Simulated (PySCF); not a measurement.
# C3H4Se: the cost of one run

Computed with PySCF 2.14.0 and routines of our own; the level stands in each step. Atoms count from 0.

## Step 1: The starting structure

8 atoms, charge 0, multiplicity 1; geometry from: GFN2-xTB.

## Step 2: Geometry optimisation at PBE0-D3(BJ)/def2-SVP

Job settings and geometry (Å):

```
{"job": {"xc": "PBE0", "basis": "def2-SVP", "d3": "d3bj", "grid": 1, "kind": "geom"}, "charge": 0, "multiplicity": 1}
C     -1.286590     0.028325    -0.207926
C     -0.038873    -0.422419    -0.033734
C      1.110854     0.311379    -0.440266
Se     2.777384    -0.243194    -0.232035
H     -1.479495     0.982301    -0.671089
H     -2.144650    -0.540108     0.105678
H      0.137635    -1.382375     0.432794
H      0.932794     1.275504    -0.908320
```

On the command line:

```console
$ OMP_NUM_THREADS=1 python excited_run.py task.json out
```

One launch serves the whole session: the jobs run in the order shown.

**Question.** How long does this first job take on 1 thread of Arm Neoverse N1, shared host, and how much memory does it need?

About 19 s, with a peak of 0.48 GiB.
